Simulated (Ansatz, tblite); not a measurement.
# SiEt2Me2 (C6H16Si): charged states by level of theory, part 2 of 2

Aim: the energy of removing an electron for SiEt2Me2 (C6H16Si), by energy differences, and how well orbital energies stand in for it.

Ansatz 0.2.0, Gaussian basis; as each input shows.

### Step 6. Relaxing the charge +1 doublet

Contents of in.yaml:

```yaml
crystal:
  periodic: [false, false, false]
  atoms:
    - {symbol: Si, position_ang: [-0.386299, -0.176535, -0.004488]}
    - {symbol: C, position_ang: [-0.342507, -0.132197, 1.891735]}
    - {symbol: C, position_ang: [0.406008, 1.061406, 2.502627]}
    - {symbol: H, position_ang: [0.105241, -1.080145, 2.243786]}
    - {symbol: H, position_ang: [-1.387565, -0.148077, 2.253420]}
    - {symbol: H, position_ang: [0.391839, 1.039838, 3.605405]}
    - {symbol: H, position_ang: [1.464085, 1.079280, 2.192166]}
    - {symbol: H, position_ang: [-0.038445, 2.021563, 2.191124]}
    - {symbol: C, position_ang: [1.388255, -0.245525, -0.675221]}
    - {symbol: C, position_ang: [1.501689, -0.391669, -2.199882]}
    - {symbol: H, position_ang: [1.908969, -1.083604, -0.175505]}
    - {symbol: H, position_ang: [1.915037, 0.668559, -0.344961]}
    - {symbol: H, position_ang: [2.551474, -0.409844, -2.538151]}
    - {symbol: H, position_ang: [1.030357, -1.323811, -2.553574]}
    - {symbol: H, position_ang: [1.005722, 0.441288, -2.726283]}
    - {symbol: C, position_ang: [-1.247076, 1.375191, -0.659418]}
    - {symbol: H, position_ang: [-2.266587, 1.466597, -0.248036]}
    - {symbol: H, position_ang: [-1.332478, 1.352362, -1.758649]}
    - {symbol: H, position_ang: [-0.691709, 2.288107, -0.386714]}
    - {symbol: C, position_ang: [-1.341898, -1.708325, -0.564578]}
    - {symbol: H, position_ang: [-0.840896, -2.633809, -0.233714]}
    - {symbol: H, position_ang: [-1.429947, -1.748028, -1.663002]}
    - {symbol: H, position_ang: [-2.363278, -1.712612, -0.148096]}
basis:
  gaussian: {orbitals: def2-SVP}
total_charge: 1
magnetization: {spin_polarized: true, initial_magnetization: 1}
hamiltonian: {xc: {name: B3LYP}, dispersion: d4}
scf: {lower_state_search: "off"}
output: {orbitals: {seedname: orbitals}}
relax: {f_tol: 0.02, max_steps: 100}
```

Launch:

```bash
$ ansatz run in.yaml --threads 4 --pin off --events-out ev --progress --plain --max-ram 4787MiB
```

Output:

```text
Functional definition: B3LYP
  name "B3LYP"
  cite "Stephens, Devlin, Chabalowski & Frisch, J. Phys. Chem. 98, 11623 (1994) doi:10.1021/j100096a001"
  cite "Becke, Phys. Rev. A 38, 3098 (1988) doi:10.1103/PhysRevA.38.3098"
  cite "Lee, Yang & Parr, Phys. Rev. B 37, 785 (1988) doi:10.1103/PhysRevB.37.785"
  cite "Vosko, Wilk & Nusair, Can. J. Phys. 58, 1200 (1980) doi:10.1139/p80-159"
  parameter a0 = 0.2
  parameter ax = 0.72
  parameter ac = 0.81
  exchange = (1 - a0 - ax)*slater_x + ax*b88_x + a0*exact_x
  correlation = (1 - ac)*vwn_rpa_c + ac*lyp_c
these checks for a lower state are left out or cut short: stability, starts, cluster_reference, orbital_swaps, neighbouring_geometries, increment
2041 factors; integrals over basis functions are off by at most 4.0e-4 eV
mean field evaluation 1: about -14323.3878 eV, gradient 6.8e1 eV
mean field evaluation 2: about -14315.4594 eV, gradient 7.5e1 eV
mean field evaluation 4: about -14346.1430 eV, gradient 5.4e0 eV
mean field evaluation 8: about -14346.3341 eV, gradient 2.0e-1 eV
mean field evaluation 16: about -14346.3360 eV, gradient 1.9e-2 eV
mean field evaluation 32: about -14346.3361 eV, gradient 7.5e-6 eV
mean field -14346.33605062 eV, -527.2181255644 hartree, gradient 7.5e-6 eV, S^2 0.754517; 0 other end points of the search recorded, 0 dependent functions left out
the calculation of the forces begins
reference -14346.33639517 eV, -527.2181382265 hartree; 33, 32 occupied and 149, 150 virtual orbitals, 2041 factors
relax step   1: F+E_penalty+E_count = -14347.11799905 eV  Δ(F+E_penalty+E_count) = +0.000e0 eV  max|allowed force component| = 3.250e0 eV/Å  Δτ_max = 0.0000 Å  (24 SCF iters, accepted)
these checks for a lower state are left out or cut short: stability, starts, cluster_reference, orbital_swaps, neighbouring_geometries, increment
2041 factors; integrals over basis functions are off by at most 3.8e-4 eV
mean field -14346.93160183 eV, -527.2400116678 hartree, gradient 5.5e-6 eV, S^2 0.754576; 0 other end points of the search recorded, 0 dependent functions left out
the calculation of the forces begins
reference -14346.93194659 eV, -527.2400243373 hartree; 33, 32 occupied and 149, 150 virtual orbitals, 2041 factors
relax step   2: F+E_penalty+E_count = -14347.72232235 eV  Δ(F+E_penalty+E_count) = -6.043e-1 eV  max|allowed force component| = 1.080e0 eV/Å  Δτ_max = 0.1917 Å  (21 SCF iters, accepted)
these checks for a lower state are left out or cut short: stability, starts, cluster_reference, orbital_swaps, neighbouring_geometries, increment
2041 factors; integrals over basis functions are off by at most 3.7e-4 eV
mean field -14346.98911396 eV, -527.2421251995 hartree, gradient 1.9e-6 eV, S^2 0.754799; 0 other end points of the search recorded, 0 dependent functions left out
the calculation of the forces begins
reference -14346.98945944 eV, -527.2421378956 hartree; 33, 32 occupied and 149, 150 virtual orbitals, 2041 factors
relax step   3: F+E_penalty+E_count = -14347.77774545 eV  Δ(F+E_penalty+E_count) = -5.542e-2 eV  max|allowed force component| = 1.536e-1 eV/Å  Δτ_max = 0.0859 Å  (21 SCF iters, accepted)
[... from here on, the SCF cycles and remarks between the steps are left out ...]
relax step   4: F+E_penalty+E_count = -14347.78377680 eV  Δ(F+E_penalty+E_count) = -6.031e-3 eV  max|allowed force component| = 6.592e-2 eV/Å  Δτ_max = 0.0304 Å  (21 SCF iters, accepted)
relax step   5: F+E_penalty+E_count = -14347.78434937 eV  Δ(F+E_penalty+E_count) = -5.726e-4 eV  max|allowed force component| = 3.613e-2 eV/Å  Δτ_max = 0.0165 Å  (16 SCF iters, accepted)
relax step   6: F+E_penalty+E_count = -14347.78465242 eV  Δ(F+E_penalty+E_count) = -3.031e-4 eV  max|allowed force component| = 2.372e-2 eV/Å  Δτ_max = 0.0234 Å  (16 SCF iters, accepted)
relax step   7: F+E_penalty+E_count = -14347.78488849 eV  Δ(F+E_penalty+E_count) = -2.361e-4 eV  max|allowed force component| = 2.954e-2 eV/Å  Δτ_max = 0.0322 Å  (21 SCF iters, accepted)
relax step   8: F+E_penalty+E_count = -14347.78507134 eV  Δ(F+E_penalty+E_count) = -1.828e-4 eV  max|allowed force component| = 2.621e-2 eV/Å  Δτ_max = 0.0294 Å  (21 SCF iters, accepted)
relax step   9: F+E_penalty+E_count = -14347.78527832 eV  Δ(F+E_penalty+E_count) = -2.070e-4 eV  max|allowed force component| = 3.637e-2 eV/Å  Δτ_max = 0.0242 Å  (22 SCF iters, accepted)
relax step  10: F+E_penalty+E_count = -14347.78575853 eV  Δ(F+E_penalty+E_count) = -4.802e-4 eV  max|allowed force component| = 8.235e-2 eV/Å  Δτ_max = 0.0628 Å  (20 SCF iters, accepted)
relax step  11: F+E_penalty+E_count = -14347.78704392 eV  Δ(F+E_penalty+E_count) = -1.285e-3 eV  max|allowed force component| = 1.612e-1 eV/Å  Δτ_max = 0.0361 Å  (22 SCF iters, accepted)
relax step  12: F+E_penalty+E_count = -14347.73573028 eV  Δ(F+E_penalty+E_count) = +5.131e-2 eV  max|allowed force component| = 8.786e-1 eV/Å  Δτ_max = 0.1955 Å  (24 SCF iters, rejected (line search))
relax step  13: F+E_penalty+E_count = -14347.80563991 eV  Δ(F+E_penalty+E_count) = -1.860e-2 eV  max|allowed force component| = 3.392e-1 eV/Å  Δτ_max = 0.0977 Å  (24 SCF iters, accepted)
relax step  14: F+E_penalty+E_count = -14347.81696446 eV  Δ(F+E_penalty+E_count) = -1.132e-2 eV  max|allowed force component| = 3.893e-1 eV/Å  Δτ_max = 0.0658 Å  (25 SCF iters, accepted)
relax step  15: F+E_penalty+E_count = -14347.82786905 eV  Δ(F+E_penalty+E_count) = -1.090e-2 eV  max|allowed force component| = 3.632e-1 eV/Å  Δτ_max = 0.0415 Å  (20 SCF iters, accepted)
relax step  16: F+E_penalty+E_count = -14347.85081267 eV  Δ(F+E_penalty+E_count) = -2.294e-2 eV  max|allowed force component| = 1.548e-1 eV/Å  Δτ_max = 0.0670 Å  (21 SCF iters, accepted)
relax step  17: F+E_penalty+E_count = -14347.83348551 eV  Δ(F+E_penalty+E_count) = +1.733e-2 eV  max|allowed force component| = 9.243e-1 eV/Å  Δτ_max = 0.1316 Å  (19 SCF iters, rejected (line search))
relax step  18: F+E_penalty+E_count = -14347.85579049 eV  Δ(F+E_penalty+E_count) = -4.978e-3 eV  max|allowed force component| = 1.056e-1 eV/Å  Δτ_max = 0.0642 Å  (19 SCF iters, accepted)
relax step  19: F+E_penalty+E_count = -14347.85526736 eV  Δ(F+E_penalty+E_count) = +5.231e-4 eV  max|allowed force component| = 1.491e-1 eV/Å  Δτ_max = 0.0484 Å  (19 SCF iters, rejected (line search))
relax step  20: F+E_penalty+E_count = -14347.85718398 eV  Δ(F+E_penalty+E_count) = -1.393e-3 eV  max|allowed force component| = 5.498e-2 eV/Å  Δτ_max = 0.0236 Å  (20 SCF iters, accepted)
relax step  21: F+E_penalty+E_count = -14347.85796823 eV  Δ(F+E_penalty+E_count) = -7.843e-4 eV  max|allowed force component| = 5.532e-2 eV/Å  Δτ_max = 0.0384 Å  (19 SCF iters, accepted)
relax step  22: F+E_penalty+E_count = -14347.85871308 eV  Δ(F+E_penalty+E_count) = -7.448e-4 eV  max|allowed force component| = 6.397e-2 eV/Å  Δτ_max = 0.0517 Å  (18 SCF iters, accepted)
relax step  23: F+E_penalty+E_count = -14347.85928512 eV  Δ(F+E_penalty+E_count) = -5.720e-4 eV  max|allowed force component| = 5.442e-2 eV/Å  Δτ_max = 0.0436 Å  (18 SCF iters, accepted)
relax step  24: F+E_penalty+E_count = -14347.85962559 eV  Δ(F+E_penalty+E_count) = -3.405e-4 eV  max|allowed force component| = 5.146e-2 eV/Å  Δτ_max = 0.0370 Å  (18 SCF iters, accepted)
relax step  25: F+E_penalty+E_count = -14347.85986548 eV  Δ(F+E_penalty+E_count) = -2.399e-4 eV  max|allowed force component| = 3.827e-2 eV/Å  Δτ_max = 0.0277 Å  (18 SCF iters, accepted)
relax step  26: F+E_penalty+E_count = -14347.86007679 eV  Δ(F+E_penalty+E_count) = -2.113e-4 eV  max|allowed force component| = 2.277e-2 eV/Å  Δτ_max = 0.0178 Å  (14 SCF iters, accepted)
these checks for a lower state are left out or cut short: stability, starts, cluster_reference, orbital_swaps, neighbouring_geometries, increment
2041 factors; integrals over basis functions are off by at most 3.8e-4 eV
mean field -14347.05594530 eV, -527.2445812059 hartree, gradient 2.3e-6 eV, S^2 0.752587; 0 other end points of the search recorded, 0 dependent functions left out
the calculation of the forces begins
reference -14347.05629030 eV, -527.2445938843 hartree; 33, 32 occupied and 149, 150 virtual orbitals, 2041 factors
relax step  27: F+E_penalty+E_count = -14347.86020860 eV  Δ(F+E_penalty+E_count) = -1.318e-4 eV  max|allowed force component| = 6.651e-3 eV/Å  Δτ_max = 0.0227 Å  (18 SCF iters, accepted)
Total energy: -14347.86055360 eV, -527.2741500155 hartree
Atom 0 at    -0.666989    -0.176920     0.087857 Å, force     0.001865    -0.001102    -0.000416 eV/Å
Atom 1 at    -0.295240    -0.133778     1.916245 Å, force    -0.001679     0.000546     0.001273 eV/Å
Atom 2 at     0.434032     1.095192     2.471578 Å, force    -0.001328    -0.002282     0.002788 eV/Å
Atom 3 at     0.205941    -1.074405     2.202156 Å, force     0.001005    -0.000034     0.000571 eV/Å
Atom 4 at    -1.313091    -0.209003     2.358202 Å, force     0.001016    -0.000158    -0.001240 eV/Å
Atom 5 at     0.483474     1.048655     3.569633 Å, force    -0.000040     0.000581    -0.000767 eV/Å
Atom 6 at     1.472047     1.156555     2.107838 Å, force     0.002858    -0.000075    -0.001297 eV/Å
Atom 7 at    -0.075457     2.034115     2.206444 Å, force    -0.001505     0.001370    -0.000503 eV/Å
Atom 8 at     1.507341    -0.287917    -0.706996 Å, force    -0.005817     0.001338     0.005501 eV/Å
Atom 9 at     1.510315    -0.358572    -2.184219 Å, force     0.001181     0.003057     0.002550 eV/Å
Atom 10 at     1.765381    -1.192072    -0.138059 Å, force     0.003236     0.002759    -0.004086 eV/Å
Atom 11 at     1.789734     0.658690    -0.224325 Å, force     0.001579    -0.006651    -0.005554 eV/Å
Atom 12 at     2.580463    -0.389884    -2.498628 Å, force     0.000732    -0.001178    -0.000410 eV/Å
Atom 13 at     1.054854    -1.277912    -2.581018 Å, force     0.000488     0.000431     0.000966 eV/Å
Atom 14 at     1.080394     0.530426    -2.668687 Å, force     0.000215    -0.001230     0.001857 eV/Å
Atom 15 at    -1.252004     1.399067    -0.700139 Å, force    -0.003816     0.003812    -0.002018 eV/Å
Atom 16 at    -2.265427     1.606126    -0.306280 Å, force     0.001583    -0.000311    -0.000517 eV/Å
Atom 17 at    -1.335222     1.316046    -1.793970 Å, force     0.000042    -0.000056     0.001845 eV/Å
Atom 18 at    -0.619154     2.262315    -0.444809 Å, force    -0.000468    -0.001968    -0.000156 eV/Å
Atom 19 at    -1.379862    -1.757577    -0.575761 Å, force    -0.005470    -0.000397     0.003115 eV/Å
Atom 20 at    -0.833583    -2.646649    -0.225597 Å, force     0.000046     0.002558    -0.000644 eV/Å
Atom 21 at    -1.431229    -1.766198    -1.674701 Å, force     0.000228    -0.000780     0.000144 eV/Å
Atom 22 at    -2.416726    -1.836291    -0.196772 Å, force     0.004049    -0.000229    -0.003001 eV/Å
Dipole moment:     0.138128    -0.126409    -0.274261 e Å
Checks for a lower state left out: stability, starts, cluster_reference, orbital_swaps, neighbouring_geometries, increment
```

Wall time 5.8 min (4 threads of Intel Xeon at 2.50GHz, shared host); peak memory 0.71 GiB.

Step by step: (the energy doesn't fall at every step)

| step | energy from step 1 (eV) | largest force component (eV/Å) |
| --- | --- | --- |
| 1 | 0.0000 | 3.2499 |
| 2 | -0.6043 | 1.0802 |
| 3 | -0.6597 | 0.1536 |
| 4 | -0.6658 | 0.0659 |
| 5 | -0.6663 | 0.0361 |
| 6 | -0.6667 | 0.0237 |
| 7 | -0.6669 | 0.0295 |
| 8 | -0.6671 | 0.0262 |
| 9 | -0.6673 | 0.0364 |
| 10 | -0.6678 | 0.0824 |
| 11 | -0.6690 | 0.1612 |
| 12 | -0.6177 | 0.8786 |
| 13 | -0.6876 | 0.3392 |
| 14 | -0.6990 | 0.3893 |
| 15 | -0.7099 | 0.3632 |
| 16 | -0.7328 | 0.1548 |
| 17 | -0.7155 | 0.9243 |
| 18 | -0.7378 | 0.1056 |
| 19 | -0.7373 | 0.1491 |
| 20 | -0.7392 | 0.0550 |
| 21 | -0.7400 | 0.0553 |
| 22 | -0.7407 | 0.0640 |
| 23 | -0.7413 | 0.0544 |
| 24 | -0.7416 | 0.0515 |
| 25 | -0.7419 | 0.0383 |
| 26 | -0.7421 | 0.0228 |
| 27 | -0.7422 | 0.0067 |

Distances of close pairs at the start and the end, largest changes first:

| bond | before (Å) | after (Å) | change (Å) |
| --- | --- | --- | --- |
| Si1–C9 | 1.898 | 2.318 | +0.419 |
| C9–C10 | 1.536 | 1.479 | -0.057 |
| Si1–C16 | 1.891 | 1.857 | -0.035 |
| Si1–C20 | 1.890 | 1.857 | -0.034 |
| Si1–C2 | 1.897 | 1.866 | -0.031 |
| C10–H13 | 1.103 | 1.116 | +0.013 |
| C9–H11 | 1.106 | 1.099 | -0.007 |
| C2–H5 | 1.106 | 1.112 | +0.006 |

Contacts that opened: Si1–C9 1.90 to 2.32 Å.

### Step 7. Charge +1 doublet, PBE0-D4/def2-TZVP

Contents of in.yaml:

```yaml
crystal:
  periodic: [false, false, false]
  atoms:
    - {symbol: Si, position_ang: [-0.666989, -0.176920, 0.087857]}
    - {symbol: C, position_ang: [-0.295240, -0.133778, 1.916245]}
    - {symbol: C, position_ang: [0.434032, 1.095192, 2.471578]}
    - {symbol: H, position_ang: [0.205941, -1.074405, 2.202156]}
    - {symbol: H, position_ang: [-1.313091, -0.209003, 2.358202]}
    - {symbol: H, position_ang: [0.483474, 1.048655, 3.569633]}
    - {symbol: H, position_ang: [1.472047, 1.156555, 2.107838]}
    - {symbol: H, position_ang: [-0.075457, 2.034115, 2.206444]}
    - {symbol: C, position_ang: [1.507341, -0.287917, -0.706996]}
    - {symbol: C, position_ang: [1.510315, -0.358572, -2.184219]}
    - {symbol: H, position_ang: [1.765381, -1.192072, -0.138059]}
    - {symbol: H, position_ang: [1.789734, 0.658690, -0.224325]}
    - {symbol: H, position_ang: [2.580463, -0.389884, -2.498628]}
    - {symbol: H, position_ang: [1.054854, -1.277912, -2.581018]}
    - {symbol: H, position_ang: [1.080394, 0.530426, -2.668687]}
    - {symbol: C, position_ang: [-1.252004, 1.399067, -0.700139]}
    - {symbol: H, position_ang: [-2.265427, 1.606126, -0.306280]}
    - {symbol: H, position_ang: [-1.335222, 1.316046, -1.793970]}
    - {symbol: H, position_ang: [-0.619154, 2.262315, -0.444809]}
    - {symbol: C, position_ang: [-1.379862, -1.757577, -0.575761]}
    - {symbol: H, position_ang: [-0.833583, -2.646649, -0.225597]}
    - {symbol: H, position_ang: [-1.431229, -1.766198, -1.674701]}
    - {symbol: H, position_ang: [-2.416726, -1.836291, -0.196772]}
basis:
  gaussian: {orbitals: def2-TZVP, initial_orbitals: start.molden}
total_charge: 1
magnetization: {spin_polarized: true, initial_magnetization: 1}
hamiltonian: {xc: pbe0, dispersion: d4}
scf: {omitted_lower_state_checks: [starts]}
output: {orbitals: {seedname: orbitals}}
```

Same command.

Output:

```text
Functional definition: PBE0
  name "PBE0"
  cite "Adamo & Barone, J. Chem. Phys. 110, 6158 (1999) doi:10.1063/1.478522"
  cite "Perdew, Burke & Ernzerhof, Phys. Rev. Lett. 77, 3865 (1996) doi:10.1103/PhysRevLett.77.3865"
  parent pbe
  parameter a = 0.25
  parameter kappa = 0.804
  parameter beta = 0.06672455060314922
  exchange = (1 - a)*pbe_x(kappa = kappa, mu = beta*pi^2/3) + a*exact_x
  correlation = pbe_c(beta = beta)
these checks for a lower state are left out or cut short: starts
2052 factors; their error is unknown
mean field evaluation 1: about -14341.0663 eV, gradient 8.9e1 eV
mean field evaluation 2: about -14344.6909 eV, gradient 3.4e0 eV
mean field evaluation 4: about -14344.7372 eV, gradient 4.2e-1 eV
mean field evaluation 8: about -14344.7377 eV, gradient 1.1e-5 eV
mean field -14344.73771802 eV, -527.1593879247 hartree, gradient 1.1e-5 eV, S^2 0.753665; 0 other end points of the search recorded, 0 dependent functions left out
reference -14344.73775724 eV, -527.1593893660 hartree; 33, 32 occupied and 286, 287 virtual orbitals, 2052 factors
Total energy: -14345.17639722 eV, -527.1755090882 hartree
Checks for a lower state left out: starts
```

It took 32 s on 4 threads of Intel Xeon at 2.50GHz, shared host; peak memory 1.3 GiB.

Report: HOMO -12.41 eV, LUMO -8.95 eV (over both spins); ⟨S²⟩ 0.754 (pure: 0.75).

### Step 8. Charge +1 doublet, PBE-D4/def2-TZVP

Changes to in.yaml since step 7:

```diff
@@ -30,3 +30,3 @@
 magnetization: {spin_polarized: true, initial_magnetization: 1}
-hamiltonian: {xc: pbe0, dispersion: d4}
+hamiltonian: {xc: pbe, dispersion: d4}
 scf: {omitted_lower_state_checks: [starts]}
```

Same command.

Output:

```text
Functional definition: PBE
  name "PBE"
  cite "Perdew, Burke & Ernzerhof, Phys. Rev. Lett. 77, 3865 (1996) doi:10.1103/PhysRevLett.77.3865"
  parent pbe
  parameter kappa = 0.804
  parameter beta = 0.06672455060314922
  exchange = pbe_x(kappa = kappa, mu = beta*pi^2/3)
  correlation = pbe_c(beta = beta)
these checks for a lower state are left out or cut short: starts
2036 factors; their error is unknown
mean field evaluation 1: about -14342.5849 eV, gradient 8.0e0 eV
mean field evaluation 2: about -14342.7415 eV, gradient 2.1e-1 eV
mean field evaluation 4: about -14342.6608 eV, gradient 5.4e-3 eV
mean field evaluation 8: about -14342.6608 eV, gradient 2.5e-5 eV
mean field -14342.66076334 eV, -527.0830612481 hartree, gradient 2.5e-5 eV, S^2 0.752373; 0 other end points of the search recorded, 0 dependent functions left out
reference -14342.66081600 eV, -527.0830631833 hartree; 33, 32 occupied and 286, 287 virtual orbitals, 2036 factors
Total energy: -14343.17009515 eV, -527.1017788468 hartree
Checks for a lower state left out: starts
```

Wall time 15 s (4 threads of Intel Xeon at 2.50GHz, shared host); peak memory 0.63 GiB.

HOMO -11.10 eV, LUMO -9.89 eV (over both spins); ⟨S²⟩ 0.752 (pure: 0.75).

### Step 9. Adiabatic ionisation energy

Charged state less starting state, singlet to doublet; the starting state's energies are those of its earlier runs.

| level | adiabatic ionisation energy (eV) | time |
| --- | --- | --- |
| PBE-D4/def2-TZVP | +8.55 | 29 s |
| PBE0-D4/def2-TZVP | +8.69 | 53 s |

Times add the two runs; a level without a time comes out of a correlated run.

### Step 10. Results

The summary covers parts 1 to 2.

| quantity | value |
| --- | --- |
| vertical ionisation energy, functionals in def2-TZVP | 9.08 (PBE-D4) to 9.72 eV (CAM-B3LYP-D4) |
| adiabatic ionisation energy, functionals in def2-TZVP | 8.55 (PBE-D4) to 8.69 eV (PBE0-D4) |
| relaxation of the cation side, PBE-D4/def2-TZVP | 0.53 eV |

**Reading.** The vertical ionisation energy spans 9.08 to 9.72 eV over the functionals. −ε(HOMO) misses the level's own difference by -0.66 eV at best (CAM-B3LYP-D4) and -2.67 eV at worst (PBE-D4). The adiabatic ionisation energy spans 8.55 to 8.69 eV over the functionals. Relaxing the oxidised state gains 0.53 eV at PBE-D4/def2-TZVP. Some contacts opened when a charged state relaxed, so the adiabatic value holds a change of structure.
